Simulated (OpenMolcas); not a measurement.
**Mo²⁺ among point charges: CASSCF levels, g values and susceptibility**

Aim: the splitting of the states of Mo²⁺ in the field of 2 point charges, its lowest levels with spin-orbit coupling and its magnetic susceptibility.

Program: OpenMolcas 26.06. Level of theory: state-averaged CASSCF, spin-orbit coupling by RASSI with atomic mean-field integrals. These are calculated values, not measurements, unless marked.

**1. The system**

```
Species                           : Mo²⁺ (molybdenum, Z = 42, 40 electrons)
Basis                             : ANO-RCC-VDZP [6s5p3d1f], 43 functions
Scalar Hamiltonian                : DKH2, point nucleus
Inactive shells                   : 1s 2s 2p 3s 3p 3d 4s 4p
Active space                      : 4 electrons in 5 orbitals (4d)
Some configurations of this space : 4d4
Orbitals                          : optimised for each spin and parity, averaged over all roots
```

Outer shells as boxes (Hund's rule):

4d4
```
4d [↑ ][↑ ][↑ ][↑ ][  ]
```

The ion sits among 2 point charges of -2.4 e arranged as a linear pair (D∞h), 1.99 Å from the ion. The active orbitals were held to one l.

The work runs as a chain of OpenMolcas steps in one folder; each step below is one input file. The outputs are cut to the sections that carry results. Labels, J, g values, rates, χT and fits are worked out afterwards by a script from the matrices that RASSI stores. The input lists half of the charges; inversion (Group=XYZ) makes the rest.

**2. Basis and integrals**

Contents of a.inp:

```
&GATEWAY
Coord
1

Mo 0.0 0.0 0.0
Basis=ANO-RCC-VDZP
Group=XYZ
NoMove
AngMom=0.0 0.0 0.0
AMFI
XField
1 Angstrom 0
0.000000 0.000000 1.990000 -2.400000
&SEWARD
```

Run with:

```bash
$ OMP_NUM_THREADS=1 MOLCAS_MEM=1689 MOLCAS_PROJECT=a pymolcas a.inp > a.log
```

**3. Reference wave functions, quintets of even parity, 5 roots**

Contents of a.inp:

```
&RASSCF
FileOrb=start.orb
Symmetry=1
Spin=5
nActEl=4 0 0
Inactive=9 9
Ras2=5 0
CIRoot=5 5 1
SDav=5
CIMx=300
Iter=120 100
PrWF=0.3
OrbListing=Nothing
MaxOrb=0
SupSym
1
15 4 5 6 7 8 10 11 12 13 14 17 18 19 20 21
0
>>> COPY $Project.JobIph JOB001
```

start.orb holds the contracted functions of the basis, ordered by shell, or the orbitals of the step before.

**4. Reference wave functions, triplets of even parity, 45 roots**

Contents of a.inp:

```
&RASSCF
FileOrb=start.orb
Symmetry=1
Spin=3
nActEl=4 0 0
Inactive=9 9
Ras2=5 0
CIRoot=45 45 1
SDav=45
CIMx=300
Iter=120 100
PrWF=0.3
OrbListing=Nothing
MaxOrb=0
SupSym
1
15 4 5 6 7 8 10 11 12 13 14 17 18 19 20 21
0
>>> COPY $Project.JobIph JOB002
```

**5. CASSCF: singlets of even parity, 50 roots**

Contents of a.inp:

```
&RASSCF
FileOrb=start.orb
Symmetry=1
Spin=1
nActEl=4 0 0
Inactive=9 9
Ras2=5 0
CIRoot=50 50 1
SDav=50
CIMx=300
Iter=120 100
PrWF=0.3
OrbListing=Nothing
MaxOrb=0
SupSym
1
15 4 5 6 7 8 10 11 12 13 14 17 18 19 20 21
0
>>> COPY $Project.JobIph JOB003
```

**6. RASSI: spin-orbit coupling between the states**

Contents of a.inp:

```
&RASSI
NrOfJobIphs=3 5 45 50
1 2 3 4 5
1 2 3 4 5 6 7 8 9 10 11 12 13 14 15 16 17 18 19 20 21 22 23 24 25 26 27
28 29 30 31 32 33 34 35 36 37 38 39 40 41 42 43 44 45
1 2 3 4 5 6 7 8 9 10 11 12 13 14 15 16 17 18 19 20 21 22 23 24 25 26 27
28 29 30 31 32 33 34 35 36 37 38 39 40 41 42 43 44 45 46 47 48 49 50
IphNames
JOB001
JOB002
JOB003
EJob
SpinOrbit
DIPRint=1.0
SOCoupling=1000.0
Subsets=2
Property=9
'ANGMOM' 1 'ANGMOM' 2 'ANGMOM' 3 'MLTPL  1' 1 'MLTPL  1' 2 'MLTPL  1' 3
'AMFI' 1 'AMFI' 2 'AMFI' 3
SOProperty=3
'ANGMOM' 1 'ANGMOM' 2 'ANGMOM' 3
```

Before running it: what results should come out? Wanted: spin-free ground state; first state of the same spin; lowest level; next level.

**Answer**, as computed:

```
                    quantity                               value
                      method                              CASSCF
      spin-free ground state  5Sigma, 1-fold in its orbital part
first state of the same spin                   5Pi at 19100 cm⁻¹
                lowest level        2-fold, g = 0.00, 0.00, 7.95
                  next level                           18.1 cm⁻¹
                 χT at 300 K                      2.87 cm³ K/mol
   effective moment at 300 K                             4.79 μB
```

**Reading.** The spin-free ground state (5Sigma) comes to 100 % from free-ion D terms and keeps the highest spin of the shell. χT at 300 K is 2.87, against 3.01 cm³ K/mol for the spin alone, so the orbital moment is nearly quenched. An active space of the d shell alone favours high spin; real ions in strong fields can be low spin. Point charges give too small a field for d ions at true ligand charges. With metal d orbitals alone active, the balance of spin states is unreliable (CASSCF favours high spin far more than CASPT2), so the ground spin may be wrong. This is an electrostatic model: the charges have no orbitals.
